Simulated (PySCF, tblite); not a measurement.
# C₄H₅F₃O₃: a rotation path, then NMR shifts on frames, part 1 of 2

How do NMR shifts of C₄H₅F₃O₃ (`CO[C@H](C(=O)O)C(F)(F)F`) change as the atoms move?

The runs use tblite 0.8.0 and PySCF 2.14.0, with density-fitted response routines of our own; the level of theory stands in each step. All values are computed, except where a source is named. Atoms are numbered from 0 throughout.

**1. Starting geometry**

15 atoms, charge 0, multiplicity 1; geometry from: GFN2-xTB.

Bonds of the start (Å): C0–O1 1.42, O1–C2 1.39, C2–C3 1.54, C3–O4 1.19, C3–O5 1.32, C2–C6 1.54, C6–F7 1.34, C6–F8 1.33, C6–F9 1.34, C0–H10 1.09, C0–H11 1.09, C0–H12 1.09, C2–H13 1.10, O5–H14 0.97.

**2. The rotation path with GFN2-xTB**

What the job is given:

```
{"job": {"kind": "neb", "xc": "GFN2-xTB", "basis": "xTB", "atoms": [1, 2, 6, 7], "turn": 120}, "charge": 0, "multiplicity": 1}
C      1.847942    -0.330394     0.782774
O      0.686074     0.453898     0.579296
C      0.050411     0.254733    -0.645139
C     -1.024128     1.352527    -0.790058
O     -0.999674     2.194262    -1.636910
O     -1.952913     1.229225     0.137794
C     -0.635558    -1.126480    -0.737713
F      0.223751    -2.083321    -1.127818
F     -1.156483    -1.527116     0.418407
F     -1.623498    -1.120151    -1.643854
H      2.559407    -0.194024    -0.038085
H      2.282150     0.032457     1.711132
H      1.609408    -1.392036     0.885735
H      0.748993     0.331332    -1.495619
H     -2.620296     1.933076     0.072492
```

Method: GFN2-xTB climbing-image nudged elastic band, gas phase.

Launch:

```
$ OMP_NUM_THREADS=1 python probes_run.py task.json out
```

One launch serves the whole session: the jobs run in the order shown.

The program printed:

```text
image   E - E0 / eV
  0       0.0000
  1       0.0117
  2       0.0388
  3       0.0686
  4       0.0859
  5       0.0803
  6       0.0526
  7       0.0174
  8      -0.0003
```

Wall time 4.4 s (1 thread of Intel Xeon at 2.80GHz, shared host); peak memory 0.19 GiB.

The final band, with the dihedral O1–C2–C6–F7:

| image | dihedral (°) | energy (eV) | energy (kcal/mol) |
| --- | --- | --- | --- |
| 0 | -85 | 0.000 | 0.0 |
| 1 | -71 | 0.012 | 0.3 |
| 2 | -57 | 0.039 | 0.9 |
| 3 | -41 | 0.069 | 1.6 |
| 4 | -25 | 0.086 | 2.0 |
| 5 | -9 | 0.080 | 1.9 |
| 6 | 6 | 0.053 | 1.2 |
| 7 | 21 | 0.017 | 0.4 |
| 8 | 36 | 0.000 | 0.0 |

**3. Shielding tensors: image 0, PBE0/pcSseg-1**

What the job is given:

```
{"job": {"kind": "nmr", "xc": "PBE0", "basis": "pcSseg-1", "pop": false}, "charge": 0, "multiplicity": 1}
C      1.847900    -0.330400     0.782800
O      0.686100     0.453900     0.579300
C      0.050400     0.254700    -0.645100
C     -1.024100     1.352500    -0.790100
O     -0.999700     2.194300    -1.636900
O     -1.952900     1.229200     0.137800
C     -0.635600    -1.126500    -0.737700
F      0.223800    -2.083300    -1.127800
F     -1.156500    -1.527100     0.418400
F     -1.623500    -1.120200    -1.643900
H      2.559400    -0.194000    -0.038100
H      2.282200     0.032500     1.711100
H      1.609400    -1.392000     0.885700
H      0.749000     0.331300    -1.495600
H     -2.620300     1.933100     0.072500
```

With the program's defaults for keys left out, this is: GIAO PBE0/pcSseg-1 NMR shielding, non-relativistic, gas phase.

The program printed:

```text
coarse grid: 13960 points
cycle   1  E = -679.4666282901  dE =  1.875e+00  |g| = 1.331e+00  |ddm| = 3.406e+00
cycle   2  E = -678.8719733613  dE =  5.947e-01  |g| = 2.302e+00  |ddm| = 2.291e+00
cycle   3  E = -679.7563267460  dE = -8.844e-01  |g| = 3.207e-01  |ddm| = 1.660e+00
cycle   4  E = -679.7722999228  dE = -1.597e-02  |g| = 1.341e-01  |ddm| = 2.714e-01
cycle   5  E = -679.7752599918  dE = -2.960e-03  |g| = 2.711e-02  |ddm| = 8.709e-02
cycle   6  E = -679.7753953260  dE = -1.353e-04  |g| = 7.841e-03  |ddm| = 2.330e-02
cycle   7  E = -679.7754050497  dE = -9.724e-06  |g| = 2.190e-03  |ddm| = 5.599e-03
final grid: 140128 points
cycle   8  E = -679.8839744092  dE = -3.658e-05  |g| = 1.538e-02  |ddm| = 2.808e-02
cycle   9  E = -679.8839058649  dE =  6.854e-05  |g| = 2.521e-02  |ddm| = 2.353e-02
cycle  10  E = -679.8840134786  dE = -1.076e-04  |g| = 2.849e-03  |ddm| = 1.545e-02
cycle  11  E = -679.8840149266  dE = -1.448e-06  |g| = 4.906e-04  |ddm| = 1.853e-03
cycle  12  E = -679.8840149639  dE = -3.726e-08  |g| = 1.912e-04  |ddm| = 5.085e-04
cycle  13  E = -679.8840149717  dE = -7.793e-09  |g| = 3.097e-05  |ddm| = 1.705e-04
cycle  14  E = -679.8840149718  dE = -1.403e-10  |g| = 1.187e-05  |ddm| = 2.588e-05
converged SCF energy = -679.8840149718

GIAO shielding tensors (ppm)
atom      isotropic    diamagn.    paramagn.     s11        s22        s33       span
  0 C      125.637     244.890    -119.253     93.441    101.445    182.025     88.584
  1 O      306.131     396.322     -90.191    284.600    299.694    334.101     49.501
  2 C       99.275     245.349    -146.074     85.995     97.262    114.567     28.572
  3 C       19.201     246.935    -227.734    -87.311     65.782     79.132    166.443
  4 O     -112.925     398.851    -511.775   -346.961   -240.589    248.775    595.736
  5 O      132.746     392.346    -259.600    -13.239    170.614    240.865    254.104
  6 C       54.210     242.772    -188.563     50.883     53.523     58.224      7.341
  7 F      239.385     473.732    -234.347    156.924    233.811    327.420    170.496
  8 F      264.589     474.283    -209.694    181.282    278.055    334.429    153.147
  9 F      255.595     471.509    -215.914    178.244    250.715    337.827    159.583
 10 H       28.373      28.856      -0.482     24.886     25.769     34.464      9.578
 11 H       27.658      28.470      -0.812     23.634     25.038     34.302     10.668
 12 H       27.795      29.583      -1.788     23.371     26.953     33.061      9.690
 13 H       27.541      30.748      -3.208     25.617     26.557     30.448      4.831
 14 H       25.275      28.678      -3.403     19.541     22.015     34.268     14.727
```

Run time: 34 s. Hardware: 1 thread of Intel Xeon at 2.80GHz, shared host; peak memory 0.86 GiB.

The references, computed at this level on geometries of the same kind, shield at (ppm): 1H TMS 31.72, 13C TMS 186.9, 19F CFCl3 170.9, 17O H2O 336.1. Their shielding less the atom's gives the shift. The references are single molecules in the gas phase, so shifts against H2O, NH3, PH3, H3PO4 or CFCl3 are not on the usual liquid scales and can be off by tens of ppm. Each atom is listed at this fixed geometry, with no averaging over motion; a spectrum would average atoms that exchange fast.

| atoms | environment | σ (ppm) | δ (ppm) |
| --- | --- | --- | --- |
| C3 | carboxylic acid carbon | 19.2 | 167.7 |
| C6 | CF3 carbon | 54.2 | 132.7 |
| C2 | sp3 CH bonded to O, α to a carbonyl | 99.3 | 87.6 |
| C0 | methyl carbon bonded to O | 125.6 | 61.3 |
| H14 | hydrogen on an acid hydroxyl oxygen | 25.27 | 6.44 |
| H13 | hydrogen on an sp3 CH bonded to O, α to a carbonyl | 27.54 | 4.18 |
| H11 | hydrogen on a methyl carbon bonded to O | 27.66 | 4.06 |
| H12 | hydrogen on a methyl carbon bonded to O | 27.80 | 3.92 |
| H10 | hydrogen on a methyl carbon bonded to O | 28.37 | 3.34 |
| O4 | carbonyl oxygen | -112.9 | 449.0 |
| O5 | acid hydroxyl oxygen | 132.7 | 203.3 |
| O1 | ether oxygen | 306.1 | 29.9 |
| F7 | fluorine of a CF3 group | 239.4 | -68.4 |
| F9 | fluorine of a CF3 group | 255.6 | -84.6 |
| F8 | fluorine of a CF3 group | 264.6 | -93.6 |

**4. NMR shieldings: image 2, PBE0/pcSseg-1**

What the job is given:

```
{"job": {"kind": "nmr", "xc": "PBE0", "basis": "pcSseg-1", "pop": false}, "charge": 0, "multiplicity": 1}
C      1.917600    -0.299300     0.727800
O      0.669300     0.363800     0.610100
C      0.015100     0.212100    -0.611600
C     -1.042900     1.333800    -0.715400
O     -1.050900     2.154900    -1.583700
O     -1.910300     1.262400     0.274100
C     -0.697700    -1.149300    -0.772000
F      0.138100    -2.186300    -0.617800
F     -1.702200    -1.342200     0.079300
F     -1.204300    -1.258700    -2.010600
H      2.556500    -0.092500    -0.136600
H      2.375400     0.108300     1.626100
H      1.797800    -1.378900     0.840400
H      0.704500     0.305500    -1.468000
H     -2.570400     1.974400     0.230400
```

With the program's defaults for keys left out, this is: GIAO PBE0/pcSseg-1 NMR shielding, non-relativistic, gas phase.

The program printed:

```text
coarse grid: 13960 points
cycle   1  E = -679.4630509837  dE =  1.871e+00  |g| = 1.334e+00  |ddm| = 3.404e+00
cycle   2  E = -678.8677913305  dE =  5.953e-01  |g| = 2.305e+00  |ddm| = 2.239e+00
cycle   3  E = -679.7546012346  dE = -8.868e-01  |g| = 3.200e-01  |ddm| = 1.616e+00
cycle   4  E = -679.7704136214  dE = -1.581e-02  |g| = 1.362e-01  |ddm| = 2.699e-01
cycle   5  E = -679.7734764801  dE = -3.063e-03  |g| = 2.722e-02  |ddm| = 8.710e-02
cycle   6  E = -679.7736129077  dE = -1.364e-04  |g| = 7.862e-03  |ddm| = 2.322e-02
cycle   7  E = -679.7736227011  dE = -9.793e-06  |g| = 2.195e-03  |ddm| = 5.549e-03
final grid: 140128 points
cycle   8  E = -679.8822897899  dE = -3.459e-05  |g| = 1.536e-02  |ddm| = 2.641e-02
cycle   9  E = -679.8822225138  dE =  6.728e-05  |g| = 2.505e-02  |ddm| = 2.309e-02
cycle  10  E = -679.8823288405  dE = -1.063e-04  |g| = 2.821e-03  |ddm| = 1.513e-02
cycle  11  E = -679.8823302576  dE = -1.417e-06  |g| = 5.019e-04  |ddm| = 1.818e-03
cycle  12  E = -679.8823302971  dE = -3.953e-08  |g| = 1.894e-04  |ddm| = 5.085e-04
cycle  13  E = -679.8823303047  dE = -7.589e-09  |g| = 3.115e-05  |ddm| = 1.629e-04
cycle  14  E = -679.8823303049  dE = -1.448e-10  |g| = 1.188e-05  |ddm| = 2.594e-05
converged SCF energy = -679.8823303049

GIAO shielding tensors (ppm)
atom      isotropic    diamagn.    paramagn.     s11        s22        s33       span
  0 C      124.042     244.378    -120.336     89.850     99.530    182.746     92.895
  1 O      308.394     396.390     -87.995    277.405    302.579    345.200     67.795
  2 C       99.649     245.142    -145.492     81.641     97.352    119.955     38.313
  3 C       19.124     246.892    -227.768    -86.669     65.668     78.372    165.041
  4 O     -115.437     398.945    -514.383   -350.953   -243.289    247.930    598.882
  5 O      129.516     392.107    -262.591    -17.767    171.669    234.645    252.412
  6 C       53.540     242.331    -188.790     49.257     52.768     58.596      9.339
  7 F      254.163     474.033    -219.870    178.869    247.070    336.550    157.680
  8 F      261.226     473.280    -212.053    182.201    270.066    331.412    149.212
  9 F      251.332     471.600    -220.268    169.197    248.237    336.563    167.366
 10 H       28.411      28.935      -0.524     24.909     25.930     34.394      9.485
 11 H       27.640      28.417      -0.777     23.570     25.063     34.286     10.716
 12 H       27.427      29.432      -2.005     22.561     26.899     32.823     10.262
 13 H       27.627      30.881      -3.255     25.433     27.111     30.336      4.903
 14 H       25.233      28.747      -3.514     19.562     22.051     34.087     14.524
```

It took 32 s on 1 thread of Intel Xeon at 2.80GHz, shared host; peak memory 0.88 GiB.

In short: δ C3 167.8, C6 133.4, C2 87.3, C0 62.9, H14 6.48, H12 4.29 ppm.

(Continued in part 2 of 2.)
